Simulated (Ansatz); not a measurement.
**C2H6SeSi: rotation by 120° about the Si1–C2 bond, part 1 of 2**

Wanted: the energy profile along the rotation by 120° about the Si1–C2 bond, from relaxed end points and a band of images. SMILES of the start: [SiH3]CC=[Se].

All numbers below are computed with Ansatz 0.2.0 (RHF/def2-SVP).

## 1. The starting structure

Bond lengths: Si1–C2 1.806 Å, C2–C3 1.476 Å, C3–Se4 1.754 Å, Si1–H5 1.503 Å, Si1–H6 1.522 Å, Si1–H7 1.492 Å, C2–H8 1.066 Å, C2–H9 1.156 Å, C3–H10 1.130 Å. Angles (14 of 15 angles, heavy atoms first): Si1–C2–C3 107.9°, C2–C3–Se4 120.1°, Si1–C2–H8 111.0°, Si1–C2–H9 109.1°, C3–C2–H8 108.4°, C3–C2–H9 111.6°, C2–Si1–H5 111.8°, C2–Si1–H6 110.7°, C2–Si1–H7 112.0°, C2–C3–H10 118.4°, Se4–C3–H10 121.5°, H8–C2–H9 108.8°, H5–Si1–H6 106.6°, H5–Si1–H7 108.7°.

Structure file:

```xyz
10

Si   -0.7311    0.9628   -0.2016
C     0.0534   -0.3933    0.6968
C     1.0845   -0.9811   -0.1806
Se    0.6363   -1.6560   -1.7360
H    -1.3831    0.4883   -1.4694
H    -1.8275    1.6032    0.6385
H     0.2387    2.0452   -0.5381
H    -0.6549   -1.1516    0.9390
H     0.5106    0.0160    1.6770
H     2.1561   -0.9847    0.1774
```

## 2. Relaxing end A

The input, input.yaml:

```yaml
crystal:
  periodic: [false, false, false]
  atoms:
    - { symbol: Si, position_ang: [-0.7311, 0.9628, -0.2016] }
    - { symbol: C, position_ang: [0.0534, -0.3933, 0.6968] }
    - { symbol: C, position_ang: [1.0845, -0.9811, -0.1806] }
    - { symbol: Se, position_ang: [0.6363, -1.656, -1.736] }
    - { symbol: H, position_ang: [-1.3831, 0.4883, -1.4694] }
    - { symbol: H, position_ang: [-1.8275, 1.6032, 0.6385] }
    - { symbol: H, position_ang: [0.2387, 2.0452, -0.5381] }
    - { symbol: H, position_ang: [-0.6549, -1.1516, 0.939] }
    - { symbol: H, position_ang: [0.5106, 0.016, 1.677] }
    - { symbol: H, position_ang: [2.1561, -0.9847, 0.1774] }
basis:
  gaussian: { orbitals: def2-SVP }
hamiltonian:
  xc: hf
relax:
  f_tol: 0.015
  max_steps: 40
```

On the command line:

```
$ ansatz run input.yaml --threads 2 --pin off --max-ram 3072MiB --backend cpu --events-out ev --progress --plain --runs-dir out
```

The program printed, shortened:

```text
Warning: RAYON_NUM_THREADS=2 ignored (pool sized by the plan → 2); use --threads N
[...]
Functional definition: HF
[...]
1165 factors; integrals over basis functions are off by at most 3.5e-4 eV
[...]
mean field -75307.63787030 eV, -2767.5046463832 hartree, gradient 1.7e-5 eV, S^2 0.000000; 0 other end points of the search recorded, 0 dependent functions left out
[...]
reference -75307.63787030 eV, -2767.5046463832 hartree; 33, 33 occupied and 75, 75 virtual orbitals, 1165 factors
relax step   1: F+E_penalty+E_count = -75307.63787030 eV  Δ(F+E_penalty+E_count) = +0.000e0 eV  max|allowed force component| = 2.690e0 eV/Å  Δτ_max = 0.0000 Å  (37 SCF iters, accepted)
[...]
Atom 2 at     1.100013    -1.022175    -0.237435 Å, force     0.001046     0.001143     0.001035 eV/Å
Atom 3 at     0.983698    -2.360943    -1.353614 Å, force    -0.000228     0.000113    -0.000190 eV/Å
Atom 4 at    -1.453644     0.772123    -1.425027 Å, force     0.000250    -0.000230     0.000096 eV/Å
Atom 5 at    -1.748389     1.652696     0.813823 Å, force     0.000080    -0.000323    -0.000108 eV/Å
Atom 6 at     0.279882     2.122546    -0.414671 Å, force    -0.000046    -0.000166     0.000099 eV/Å
Atom 7 at    -0.785918    -1.188051     0.748556 Å, force    -0.000204     0.000580     0.000092 eV/Å
Atom 8 at     0.409295    -0.169179     1.581458 Å, force     0.000401    -0.000324    -0.000889 eV/Å
Atom 9 at     2.054683    -0.506656    -0.154919 Å, force    -0.000638    -0.000562    -0.000305 eV/Å
Dipole moment:    -0.063710     0.416191     0.394130 e Å
```

Run time: 15 s. Hardware: 2 threads of Intel Xeon 6975P-C (Granite Rapids), shared host; peak memory 0.25 GiB.

Relaxation path:

| step | energy from step 1 (eV) | largest force component (eV/Å) |
| --- | --- | --- |
| 1 | 0.0000 | 2.6904 |
| 2 | -0.3938 | 0.9384 |
| 3 | -0.4454 | 1.0672 |
| 4 | -0.4802 | 0.8092 |
| 5 | -0.5158 | 0.2163 |
| 6 | -0.5311 | 0.1229 |
| 7 | -0.5493 | 0.1410 |
| 8 | -0.5519 | 0.0571 |
| 9 | -0.5521 | 0.0494 |
| 10 | -0.5524 | 0.0213 |
| 11x | -0.5521 | 0.0689 |
| 12 | -0.5524 | 0.0011 |

Step 1 is the start. 1 step was tried and not accepted (marked x).

After: Bond lengths: Si1–C2 1.915 Å, C2–C3 1.483 Å, C3–Se4 1.747 Å, Si1–H5 1.478 Å, Si1–H6 1.481 Å, Si1–H7 1.482 Å, C2–H8 1.091 Å, C2–H9 1.095 Å, C3–H10 1.088 Å. Angles (14 of 15 angles, heavy atoms first): Si1–C2–C3 112.7°, C2–C3–Se4 127.1°, Si1–C2–H8 107.3°, Si1–C2–H9 106.5°, C3–C2–H8 111.2°, C3–C2–H9 110.1°, C2–Si1–H5 110.0°, C2–Si1–H6 108.1°, C2–Si1–H7 109.8°, C2–C3–H10 114.8°, Se4–C3–H10 118.0°, H8–C2–H9 108.9°, H5–Si1–H6 110.0°, H5–Si1–H7 109.6°.

## 3. End point B

The second end starts from a geometry with the move made by hand.

The input, input.yaml:

```yaml
crystal:
  periodic: [false, false, false]
  atoms:
    - { symbol: Si, position_ang: [-0.7311, 0.9628, -0.2016] }
    - { symbol: C, position_ang: [0.0534, -0.3933, 0.6968] }
    - { symbol: C, position_ang: [0.65669, 0.16487, 1.92277] }
    - { symbol: Se, position_ang: [1.8822, 1.41435, 1.81063] }
    - { symbol: H, position_ang: [-1.3831, 0.4883, -1.4694] }
    - { symbol: H, position_ang: [-1.8275, 1.6032, 0.6385] }
    - { symbol: H, position_ang: [0.2387, 2.0452, -0.5381] }
    - { symbol: H, position_ang: [0.82577, -0.8409, 0.11503] }
    - { symbol: H, position_ang: [-0.74208, -1.19646, 0.9407] }
    - { symbol: H, position_ang: [0.31074, -0.23429, 2.92152] }
basis:
  gaussian: { orbitals: def2-SVP }
hamiltonian:
  xc: hf
relax:
  f_tol: 0.015
  max_steps: 40
```

On the command line:

```
$ ansatz run input.yaml --threads 2 --pin off --max-ram 3072MiB --backend cpu --events-out ev --progress --plain --runs-dir out
```

The program printed, shortened:

```text
Warning: RAYON_NUM_THREADS=2 ignored (pool sized by the plan → 2); use --threads N
[...]
[... 1 set-up line as earlier in the session ...]
[...]
1165 factors; integrals over basis functions are off by at most 3.6e-4 eV
[...]
mean field -75307.63739535 eV, -2767.5046289290 hartree, gradient 1.7e-5 eV, S^2 0.000000; 0 other end points of the search recorded, 0 dependent functions left out
[...]
reference -75307.63739535 eV, -2767.5046289290 hartree; 33, 33 occupied and 75, 75 virtual orbitals, 1165 factors
[...]
Atom 5 at    -1.946734     1.515736     0.636894 Å, force    -0.003026    -0.000892     0.000515 eV/Å
Atom 6 at    -0.011506     2.097185    -0.691617 Å, force     0.002133     0.003755    -0.000511 eV/Å
Atom 7 at     0.942240    -0.654390     0.013792 Å, force     0.005476     0.002950    -0.000001 eV/Å
Atom 8 at    -0.518881    -1.164894     0.887174 Å, force    -0.001879     0.001450     0.005737 eV/Å
Atom 9 at     0.011261     0.223984     2.790215 Å, force    -0.001766     0.000447    -0.002584 eV/Å
Dipole moment:    -0.497396    -0.224578    -0.187871 e Å
```

Run time: 17 s. Hardware: 2 threads of Intel Xeon 6975P-C (Granite Rapids), shared host; peak memory 0.25 GiB.

Relaxation path:

| step | energy from step 1 (eV) | largest force component (eV/Å) |
| --- | --- | --- |
| 1 | 0.0000 | 2.6343 |
| 2 | -0.3893 | 1.1099 |
| 3 | -0.4429 | 1.0841 |
| 4 | -0.4808 | 0.6265 |
| 5 | -0.5161 | 0.2638 |
| 6 | -0.5324 | 0.1356 |
| 7 | -0.5490 | 0.2211 |
| 8x | -0.5336 | 0.4249 |
| 9 | -0.5524 | 0.0626 |
| 10 | -0.5529 | 0.0057 |

Step 1 is the start. 1 step was tried and not accepted (marked x).

After: Bond lengths: Si1–C2 1.915 Å, C2–C3 1.483 Å, C3–Se4 1.747 Å, Si1–H5 1.481 Å, Si1–H6 1.482 Å, Si1–H7 1.478 Å, C2–H8 1.091 Å, C2–H9 1.095 Å, C3–H10 1.088 Å. Angles (14 of 15 angles, heavy atoms first): Si1–C2–C3 112.6°, C2–C3–Se4 127.1°, Si1–C2–H8 107.3°, Si1–C2–H9 106.6°, C3–C2–H8 111.2°, C3–C2–H9 110.2°, C2–Si1–H5 108.1°, C2–Si1–H6 109.8°, C2–Si1–H7 110.0°, C2–C3–H10 114.9°, Se4–C3–H10 118.0°, H8–C2–H9 108.8°, H5–Si1–H6 109.4°, H5–Si1–H7 110.0°.

## 4. Nudged elastic band

crystal.atoms is end A as relaxed above, and neb.final_atoms is end B, turned to lie on A. With 5 inner images the band has 7 in all. The start path is listed, through a guess of the saddle.

The input, input.yaml:

```yaml
crystal:
  periodic: [false, false, false]
  atoms:
    - { symbol: Si, position_ang: [-0.771374, 1.110165, -0.158291] }
    - { symbol: C, position_ang: [0.014754, -0.461725, 0.60312] }
    - { symbol: C, position_ang: [1.100013, -1.022175, -0.237435] }
    - { symbol: Se, position_ang: [0.983698, -2.360943, -1.353614] }
    - { symbol: H, position_ang: [-1.453644, 0.772123, -1.425027] }
    - { symbol: H, position_ang: [-1.748389, 1.652696, 0.813823] }
    - { symbol: H, position_ang: [0.279882, 2.122546, -0.414671] }
    - { symbol: H, position_ang: [-0.785918, -1.188051, 0.748556] }
    - { symbol: H, position_ang: [0.409295, -0.169179, 1.581458] }
    - { symbol: H, position_ang: [2.054683, -0.506656, -0.154919] }
basis:
  gaussian: { orbitals: def2-SVP }
hamiltonian:
  xc: hf
neb:
  order_check: false
  images: 5
  f_tol: 0.05
  max_iterations: 60
  final_atoms:
    - { symbol: Si, position_ang: [-0.76378857, 1.10930498, -0.18853519] }
    - { symbol: C, position_ang: [-0.18985985, -0.62392365, 0.39036609] }
    - { symbol: C, position_ang: [1.21859011, -0.90799043, 0.02476786] }
    - { symbol: Se, position_ang: [1.78611233, -1.8308741, -1.34561269] }
    - { symbol: H, position_ang: [-2.12735319, 1.34261997, 0.34049399] }
    - { symbol: H, position_ang: [0.153411, 2.1447386, 0.34243949] }
    - { symbol: H, position_ang: [-0.77790409, 1.16946488, -1.66495314] }
    - { symbol: H, position_ang: [-0.8678433, -1.35452941, -0.05257539] }
    - { symbol: H, position_ang: [-0.30950838, -0.64506198, 1.47817707] }
    - { symbol: H, position_ang: [1.96114394, -0.45494787, 0.67843191] }
  initial_path:
    images:
      - { positions_ang: [[-0.771374, 1.110165, -0.158291], [0.014754, -0.461725, 0.60312], [1.100013, -1.022175, -0.237435], [0.983698, -2.360943, -1.353614], [-1.453644, 0.772123, -1.425027], [-1.748389, 1.652696, 0.813823], [0.279882, 2.122546, -0.414671], [-0.785918, -1.188051, 0.748556], [0.409295, -0.169179, 1.581458], [2.054683, -0.506656, -0.154919]] }
      - { positions_ang: [[-0.7674503, 1.05149678, -0.18318], [-0.02114164, -0.48160528, 0.60302794], [1.12908825, -0.97097683, -0.17313479], [1.06656049, -1.99291133, -1.48713569], [-1.67183879, 0.73529057, -1.22891824], [-1.48108113, 1.79577077, 0.79246323], [0.23750346, 1.89191863, -0.71100601], [-0.77520904, -1.24269041, 0.66882992], [0.28891201, -0.20685502, 1.62945751], [2.07765669, -0.63063688, 0.09259612]] }
      - { positions_ang: [[-0.76352659, 0.99282857, -0.20806901], [-0.05703728, -0.50148555, 0.60293588], [1.15816351, -0.91977867, -0.10883458], [1.14942298, -1.62487967, -1.62065737], [-1.89003359, 0.69845814, -1.03280947], [-1.21377326, 1.93884554, 0.77110346], [0.19512492, 1.66129126, -1.00734102], [-0.76450008, -1.29732983, 0.58910385], [0.16852901, -0.24453103, 1.67745702], [2.10063039, -0.75461776, 0.34011125]] }
      - { positions_ang: [[-0.75960289, 0.93416035, -0.23295801], [-0.09293292, -0.52136583, 0.60284382], [1.18723876, -0.8685805, -0.04453437], [1.23228547, -1.256848, -1.75417906], [-2.10822838, 0.66162572, -0.83670071], [-0.94646539, 2.0819203, 0.74974369], [0.15274638, 1.43066389, -1.30367604], [-0.75379112, -1.35196924, 0.50937777], [0.04814602, -0.28220705, 1.72545653], [2.12360408, -0.87859864, 0.58762637]] }
      - { positions_ang: [[-0.76099812, 0.9925419, -0.2181504], [-0.1252419, -0.55555177, 0.53201791], [1.19768921, -0.88171714, -0.02143363], [1.41689442, -1.44819003, -1.61799027], [-2.11460332, 0.8886238, -0.44430248], [-0.57983993, 2.10285973, 0.61397562], [-0.15747044, 1.34359756, -1.42410174], [-0.79180851, -1.35282263, 0.32206005], [-0.07107212, -0.40315869, 1.64303004], [2.0694507, -0.73738172, 0.61789488]] }
      - { positions_ang: [[-0.76239334, 1.05092344, -0.20334279], [-0.15755088, -0.58973771, 0.461192], [1.20813966, -0.89485379, 0.00166712], [1.60150338, -1.63953206, -1.48180148], [-2.12097825, 1.11562188, -0.05190425], [-0.21321446, 2.12379917, 0.47820756], [-0.46768727, 1.25653122, -1.54452744], [-0.82982591, -1.35367602, 0.13474233], [-0.19029025, -0.52411034, 1.56060356], [2.01529732, -0.59616479, 0.6481634]] }
      - { positions_ang: [[-0.76378857, 1.10930498, -0.18853519], [-0.18985985, -0.62392365, 0.39036609], [1.21859011, -0.90799043, 0.02476786], [1.78611233, -1.8308741, -1.34561269], [-2.12735319, 1.34261997, 0.34049399], [0.153411, 2.1447386, 0.34243949], [-0.77790409, 1.16946488, -1.66495314], [-0.8678433, -1.35452941, -0.05257539], [-0.30950838, -0.64506198, 1.47817707], [1.96114394, -0.45494787, 0.67843191]] }
```

On the command line:

```
$ ansatz run input.yaml --threads 2 --pin off --max-ram 3072MiB --backend cpu --events-out ev --progress --plain --runs-dir out
```

The program printed, shortened:

```text
Warning: RAYON_NUM_THREADS=2 ignored (pool sized by the plan → 2); use --threads N
[...]
[... 1 set-up line as earlier in the session ...]
[...]
1166 factors; integrals over basis functions are off by at most 4.0e-4 eV
[...]
mean field -75308.19029822 eV, -2767.5249477349 hartree, gradient 1.8e-5 eV, S^2 0.000000; 0 other end points of the search recorded, 0 dependent functions left out
[...]
reference -75308.19029822 eV, -2767.5249477349 hartree; 33, 33 occupied and 75, 75 virtual orbitals, 1166 factors
[...]
Atom 6 at     0.065802     1.669209    -1.205535 Å, force     0.000875    -0.000281     0.000759 eV/Å
Atom 7 at    -0.822108    -1.354960     0.269863 Å, force     0.002238    -0.002680     0.003427 eV/Å
Atom 8 at     0.000941    -0.474890     1.571928 Å, force     0.001385     0.000631     0.001819 eV/Å
Atom 9 at     2.064026    -0.342476     0.295693 Å, force    -0.000283     0.001227     0.000556 eV/Å
Dipole moment:    -0.204213     0.346181     0.419139 e Å
this run last wrote the band of iteration 16 to <dir>
```

Run time: 85 s. Hardware: 2 threads of Intel Xeon 6975P-C (Granite Rapids), shared host; peak memory 0.26 GiB.

## 5. Images and barrier

Images 0 and 6 are the ends. Energies count from image 0; the path length is the program's own measure over all atoms.

| image | path (Å) | energy (eV) | dihedral H5–Si1–C2–C3 (°) | band force (eV/Å) |
| --- | --- | --- | --- | --- |
| 0 | 0.000 | 0.0000 | 65 | - |
| 1 | 0.674 | 0.0217 | 84 | 0.042 |
| 2 | 1.348 | 0.0657 | 104 | 0.010 |
| 3* | 2.022 | 0.0885 | 124 | 0.011 |
| 4 | 2.734 | 0.0660 | 146 | 0.014 |
| 5 | 3.447 | 0.0209 | 166 | 0.005 |
| 6 | 4.159 | 0.0001 | -174 | - |

The star marks the climbing image.

image, energy (eV) and a bar:
```
        0      0.000 
        1      0.022 #######
        2      0.066 ######################
        3      0.088 ##############################
        4      0.066 ######################
        5      0.021 #######
        6      0.000
```

The top of the band by iteration:

| iteration | highest image above image 0 (eV) | largest band force (eV/Å) |
| --- | --- | --- |
| 1 | 0.6821 | 3.550 |
| 3 | 0.3447 | 1.949 |
| 5 | 0.1665 | 0.196 |
| 7 | 0.1468 | 0.116 |
| 9 | 0.1112 | 0.247 |
| 11 | 0.4629 | 2.773 |
| 13 | 0.0870 | 1.242 |
| 15 | 0.0885 | 0.065 |
| 16 | 0.0885 | 0.042 |

Positions of all images (Å):

```xyz
10
image=0 dE=0.0000
Si   -0.771    1.110   -0.158
C     0.015   -0.462    0.603
C     1.100   -1.022   -0.237
Se    0.984   -2.361   -1.354
H    -1.454    0.772   -1.425
H    -1.748    1.653    0.814
H     0.280    2.123   -0.415
H    -0.786   -1.188    0.749
H     0.409   -0.169    1.581
H     2.055   -0.507   -0.155
10
image=1 dE=0.0217
Si   -0.778    1.100   -0.165
C    -0.030   -0.503    0.583
C     1.137   -0.986   -0.192
Se    1.149   -2.226   -1.423
H    -1.718    0.757   -1.253
H    -1.497    1.827    0.907
H     0.303    1.962   -0.698
H    -0.824   -1.250    0.612
H     0.272   -0.266    1.607
H     2.068   -0.466    0.025
10
image=2 dE=0.0657
Si   -0.792    1.102   -0.165
C    -0.068   -0.538    0.539
C     1.178   -0.952   -0.152
Se    1.343   -2.156   -1.408
H    -1.964    0.800   -1.014
H    -1.212    1.968    0.961
H     0.229    1.812   -0.966
H    -0.838   -1.305    0.447
H     0.137   -0.371    1.600
H     2.070   -0.411    0.159
10
image=3 dE=0.0885
Si   -0.815    1.094   -0.165
C    -0.095   -0.573    0.486
C     1.225   -0.909   -0.103
Se    1.547   -2.068   -1.370
H    -2.159    0.850   -0.732
H    -0.928    2.057    0.955
H     0.066    1.669   -1.206
H    -0.822   -1.355    0.270
H     0.001   -0.475    1.572
H     2.064   -0.342    0.296
10
image=4 dE=0.0660
Si   -0.804    1.104   -0.166
C    -0.126   -0.591    0.440
C     1.234   -0.904   -0.066
Se    1.644   -2.042   -1.325
H    -2.266    0.983   -0.355
H    -0.530    2.145    0.852
H    -0.166    1.498   -1.440
H    -0.834   -1.361    0.135
H    -0.110   -0.545    1.534
H     2.041   -0.338    0.394
10
image=5 dE=0.0209
Si   -0.787    1.109   -0.172
C    -0.156   -0.606    0.406
C     1.231   -0.904   -0.028
Se    1.718   -1.975   -1.318
H    -2.253    1.147    0.030
H    -0.154    2.176    0.640
H    -0.468    1.325   -1.599
H    -0.849   -1.359    0.030
H    -0.209   -0.595    1.500
H     2.010   -0.369    0.513
10
image=6 dE=0.0001
Si   -0.764    1.109   -0.189
C    -0.190   -0.624    0.390
C     1.219   -0.908    0.025
Se    1.786   -1.831   -1.346
H    -2.127    1.343    0.340
H     0.153    2.145    0.342
H    -0.778    1.169   -1.665
H    -0.868   -1.355   -0.053
H    -0.310   -0.645    1.478
H     1.961   -0.455    0.678
```

## 6. Vibrations at the top

The geometry is the highest inner image of the first converged band.

The input, input.yaml:

```yaml
crystal:
  periodic: [false, false, false]
  atoms:
    - { symbol: Si, position_ang: [-0.814892, 1.094322, -0.165297] }
    - { symbol: C, position_ang: [-0.094679, -0.572984, 0.486495] }
    - { symbol: C, position_ang: [1.224692, -0.908607, -0.103318] }
    - { symbol: Se, position_ang: [1.546849, -2.068069, -1.369942] }
    - { symbol: H, position_ang: [-2.159335, 0.850287, -0.732217] }
    - { symbol: H, position_ang: [-0.928296, 2.05697, 0.955331] }
    - { symbol: H, position_ang: [0.065802, 1.669209, -1.205535] }
    - { symbol: H, position_ang: [-0.822108, -1.35496, 0.269863] }
    - { symbol: H, position_ang: [0.000941, -0.47489, 1.571928] }
    - { symbol: H, position_ang: [2.064026, -0.342476, 0.295693] }
basis:
  gaussian: { orbitals: def2-SVP }
hamiltonian:
  xc: hf
phonons: {}
```

On the command line:

```
$ ansatz run input.yaml --threads 2 --pin off --max-ram 3072MiB --backend cpu --events-out ev --progress --plain --runs-dir out
```

The program printed, shortened:

```text
Warning: RAYON_NUM_THREADS=2 ignored (pool sized by the plan → 2); use --threads N
[...]
[... 1 set-up line as earlier in the session ...]
[...]
1165 factors; integrals over basis functions are off by at most 3.6e-4 eV
[...]
mean field -75308.10180062 eV, -2767.5216955079 hartree, gradient 1.8e-5 eV, S^2 0.000000; 0 other end points of the search recorded, 0 dependent functions left out
[...]
reference -75308.10180062 eV, -2767.5216955079 hartree; 33, 33 occupied and 75, 75 virtual orbitals, 1165 factors
[...]
WARN: phonons: modes at or below zero, which the zero-point energy, F, S and C_V leave out: 1, the lowest at -143.08 cm⁻¹. A minimum has none, and a first-order saddle one
[...]
Atom 7 at    -0.822108    -1.354960     0.269863 Å, force     0.002230    -0.002687     0.003426 eV/Å
Atom 8 at     0.000941    -0.474890     1.571928 Å, force     0.001384     0.000632     0.001840 eV/Å
Atom 9 at     2.064026    -0.342476     0.295693 Å, force    -0.000286     0.001223     0.000557 eV/Å
Dipole moment:    -0.204213     0.346181     0.419140 e Å
Vibrations: -143.08 70.08 255.02 341.45 612.32 643.02 715.95 814.75 920.67 967.04 1021.14 1030.65 1034.84 1177.17 1237.48 1261.19 1478.37 1565.72 2332.57 2345.96 2352.24 3188.32 3270.96 3299.93 cm⁻¹, zero-point energy 1.979832 eV
```

It took 49 s on 2 threads of Intel Xeon 6975P-C (Granite Rapids), shared host; peak memory 0.25 GiB.

Of 24 modes, 1 is imaginary by more than 30 cm⁻¹ (143i cm⁻¹).

(Continued in part 2 of 2.)
